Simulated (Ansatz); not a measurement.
# Cs4NiPb3Br12: the cost of one run

Program: Ansatz 0.2.0. Level of theory: DFT, PBE, plane-wave PAW, default files, scalar-relativistic, as far as a step names no other. These are calculated values, not measurements.

1 further run of the same task is left out (set aside as unsound or not needed).

## (1) Starting point

Symmetry: Fmm2, No. 42, orthorhombic system. The conventional cell has a = 11.740 Å, b = 16.603 Å, c = 16.603 Å, α = 90.00°, β = 90.00°, γ = 90.00°. Cs (site symmetry m) has 12 Br at 4.15 Å as nearest neighbours. Around Cs (site symmetry 2) lie 12 Br at 4.15 Å. Ni (site symmetry mm2) is surrounded by 6 Br at 2.85 to 3.02 Å. Around Pb (site symmetry mm2) lie 6 Br at 2.94 Å. Pb (site symmetry m) has 6 Br at 2.94 Å as nearest neighbours. Br (site symmetry m) has 1 Pb at 2.94 Å and 1 Ni at 3.02 Å and 4 Cs at 4.15 Å as nearest neighbours. Br (site symmetry m) has 2 Pb at 2.93 to 2.94 Å and 4 Cs at 4.15 Å as nearest neighbours. Only part of the 11 independent sites is listed.

As a file:

```cif
data_structure
_symmetry_space_group_name_H-M 'Fmm2'
_symmetry_Int_Tables_number 42
_cell_length_a 11.7400
_cell_length_b 16.6029
_cell_length_c 16.6029
_cell_angle_alpha 90.000
_cell_angle_beta 90.000
_cell_angle_gamma 90.000
_cell_volume 3236.19
loop_
_atom_site_label
_atom_site_type_symbol
_atom_site_symmetry_multiplicity
_atom_site_Wyckoff_symbol
_atom_site_fract_x
_atom_site_fract_y
_atom_site_fract_z
_atom_site_occupancy
Cs1 Cs 8 d 0.25000 0.00000 0.25000 1
Cs2 Cs 8 b 0.25000 0.25000 0.00000 1
Ni1 Ni 4 a 0.50000 0.00000 0.99277 1
Pb1 Pb 4 a 0.00000 0.00000 0.00000 1
Pb2 Pb 8 c 0.50000 0.75000 0.25000 1
Br1 Br 8 c 0.50000 0.12500 0.12500 1
Br2 Br 8 c 0.50000 0.62500 0.12500 1
Br3 Br 8 c 0.00000 0.87500 0.87500 1
Br4 Br 8 c 0.50000 0.87500 0.87500 1
Br5 Br 8 d 0.25000 0.00000 0.00000 1
Br6 Br 8 b 0.75000 0.25000 0.25000 1
```

Atom 5 of the input is the impurity.

## (2) Relaxing the atoms in the given cell

File input.yaml:

```yaml
crystal:
  lattice:
    - [-5.87, 5.87, 5.87]
    - [5.87, -5.87, 5.87]
    - [5.87, 5.87, -5.87]
  atoms:
    - { symbol: Cs, position: [0.0, 0.0, 0.0] }
    - { symbol: Cs, position: [0.5, 0.5, 0.0] }
    - { symbol: Cs, position: [0.5, 0.0, 0.5] }
    - { symbol: Cs, position: [0.0, 0.5, 0.5] }
    - { symbol: Ni, position: [0.5072276673, 0.5072276673, 0.5144553345], spin: 2.0 }
    - { symbol: Pb, position: [0.0, 0.0, 0.5] }
    - { symbol: Pb, position: [0.0, 0.5, 0.0] }
    - { symbol: Pb, position: [0.5, 0.0, 0.0] }
    - { symbol: Br, position: [0.5, 0.25, 0.25] }
    - { symbol: Br, position: [0.0, 0.75, 0.25] }
    - { symbol: Br, position: [0.0, 0.25, 0.75] }
    - { symbol: Br, position: [0.5, 0.75, 0.75] }
    - { symbol: Br, position: [0.25, 0.5, 0.25] }
    - { symbol: Br, position: [0.75, 0.0, 0.25] }
    - { symbol: Br, position: [0.75, 0.5, 0.75] }
    - { symbol: Br, position: [0.25, 0.0, 0.75] }
    - { symbol: Br, position: [0.25, 0.25, 0.5] }
    - { symbol: Br, position: [0.75, 0.75, 0.5] }
    - { symbol: Br, position: [0.75, 0.25, 0.0] }
    - { symbol: Br, position: [0.25, 0.75, 0.0] }
magnetization:
  spin_polarized: true
kpoints:
  mp_grid: { grid: [2, 2, 2] }
scf:
  occupations: { method: fermi_dirac, width: 0.01 }
hamiltonian:
  xc: pbe
  pseudopotentials: { kind: paw }
output:
  forces: true
  stress: true
  populations: true
  efg:
    quadrupole_moments_barn: { Cs: -0.00343, Ni: 0.162, Br: 0.2579 }
    contact_densities: true
relax:
  f_tol: 0.03
  max_steps: 40
```

Command:

```
ansatz run input.yaml --threads 4 --pin off --max-ram 8192MiB --backend cpu --events-out ev --progress --plain --runs-dir out
```

What time and memory should one allow on 4 threads of Arm Neoverse V2, shared host?

About 3.4 min, with a peak of 2.7 GiB.
